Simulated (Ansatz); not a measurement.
**Lu3TlC (Pm-3m): convergence test of the k-point mesh**

Wanted for Lu3TlC (Pm-3m): a convergence test of the k-point mesh.

All numbers are computed with Ansatz 0.2.0, driven from Python. Level of theory: DFT LDA, plane waves, PAW.

## (1) Starting point

It takes space group Pm-3m (No. 221, cubic). Conventional cell: a = 4.746 Å, b = 4.746 Å, c = 4.746 Å, α = 90.00°, β = 90.00°, γ = 90.00°. Lu (site symmetry 4/mmm) has 2 C at 2.37 Å as nearest neighbours. Tl (site symmetry m-3m) has 12 Lu at 3.36 Å as nearest neighbours. C (site symmetry m-3m) is surrounded by 6 Lu at 2.37 Å.

The script holds or builds the structure itself.

## (2) The code

The input, lu3tlc.py:

```python
import warnings

import ansatz as az
import matplotlib.pyplot as plt
import numpy as np

warnings.simplefilter('ignore', az.DeckWarning)

vectors = np.array([
    [4.74607332, 0.0, 0.0],
    [0.0, 4.74607332, 0.0],
    [0.0, 0.0, 4.74607332],
])
structure = (
    az.Lattice.of(vectors)
    .atom('Lu', [0.5, 0.0, 0.5])
    .atom('Lu', [0.0, 0.5, 0.5])
    .atom('Lu', [0.5, 0.5, 0.0])
    .atom('Tl', [0.0, 0.0, 0.0])
    .atom('C', [0.5, 0.5, 0.5])
)

base = (
    structure.calculation()
    .occupations(az.OccupationsMethod.FERMI_DIRAC, width=0.1)
    .functional(az.Functional.LDA)
)

rows = []
for value in [(2, 2, 2), (3, 3, 3), (4, 4, 4), (5, 5, 5), (6, 6, 6)]:
    data = base.kpoints(*value).run(threads=1).report
    rows.append((value, data['free_energy_ev'] / len(data['lattice']['sites']), data['n_iterations'], data['n_kpoints']))

print('        mesh   F/atom (eV)    iterations      k-points')
for row in rows:
    print(f'{str(row[0]):>12s}  {row[1]:12.5f}  {row[2]:12d}  {row[3]:12d}')

for row in rows[:-1]:
    shift = 1000 * (row[1] - rows[-1][1])
    print(f'{row[0]}: {shift:+.2f} meV/atom' + ('  (within 1 meV)' if abs(shift) < 1 else ''))
plt.figure(figsize=(4.5, 3))
plt.plot([str(row[0]) for row in rows], [1000 * (row[1] - rows[-1][1]) for row in rows], 'o-')
plt.xlabel('mesh')
plt.ylabel('F - F(last) (meV/atom)')
plt.tight_layout()
plt.savefig('kconv.png', dpi=100)
```

## (3) The input behind the calls

The package turns the script's settings into the engine's input (first run):

```yaml
crystal:
  lattice:
    - [4.74607332, 0.0, 0.0]
    - [0.0, 4.74607332, 0.0]
    - [0.0, 0.0, 4.74607332]
  atoms:
    - { symbol: Lu, position: [0.5, 0.0, 0.5] }
    - { symbol: Lu, position: [0.0, 0.5, 0.5] }
    - { symbol: Lu, position: [0.5, 0.5, 0.0] }
    - { symbol: Tl, position: [0.0, 0.0, 0.0] }
    - { symbol: C, position: [0.5, 0.5, 0.5] }
kpoints:
  mp_grid:
    grid: [2, 2, 2]
hamiltonian:
  xc: lda
scf:
  occupations:
    method: fermi_dirac
    width: 0.1
```

## (4) Launch

On the command line:

```bash
$ python lu3tlc.py
```

Log:

```text
        mesh   F/atom (eV)    iterations      k-points
   (2, 2, 2)  -10974.12320             8             4
   (3, 3, 3)  -10974.26818             8             4
   (4, 4, 4)  -10974.27003             8            10
   (5, 5, 5)  -10974.27378             8            10
   (6, 6, 6)  -10974.27465             8            20
(2, 2, 2): +151.45 meV/atom
(3, 3, 3): +6.48 meV/atom
(4, 4, 4): +4.62 meV/atom
(5, 5, 5): +0.87 meV/atom  (within 1 meV)
```

Run time: 9.2 s. Hardware: 1 thread, shared host.

## (5) Inputs of later runs

The engine's inputs for some of the other runs:

Run 3, against run 1:

```diff
@@ -14 +14 @@
-    grid: [2, 2, 2]
+    grid: [4, 4, 4]
```

Run 4, against run 1:

```diff
@@ -14 +14 @@
-    grid: [2, 2, 2]
+    grid: [5, 5, 5]
```

Run 5, against run 1:

```diff
@@ -14 +14 @@
-    grid: [2, 2, 2]
+    grid: [6, 6, 6]
```

Lines on the test bed's own set-up are left out of the output.

## (6) What each run gave

From the records of these 5 runs:

```csv
run,k mesh,energy from run 5 (meV/atom),SCF cycles,CPU time (s)
1,"[2, 2, 2]",151.45,8,0.81
2,"[3, 3, 3]",6.48,8,0.73
3,"[4, 4, 4]",4.62,8,1.5
4,"[5, 5, 5]",0.87,8,1.6
5,"[6, 6, 6]",0.00,8,2.9
```

Energies are free energies F = E - TS of the smeared occupations. 

## (7) Results

| quantity | value |
| --- | --- |
| runs compared | 5 |
| last run but one, from the last | +0.87 meV/atom |
| within 5 meV/atom of the last run from | [4, 4, 4] |

From 5×5×5 on it stays within 1 meV an atom of the value at 6×6×6; the first row (2×2×2) is off by 151.5 meV and the last but one by 0.87 meV. That rests on few rows after larger swings, so the series isn't shown to be converged. This holds for F at a smearing of 0.1 eV; a narrower one needs a denser mesh. Notes:
- Spin-orbit coupling, which matters for elements this heavy, is left out.
- This cell is a computed structure, which may not be the phase found in nature.
- Shifts are counted from the finest mesh, which is itself no proven limit.
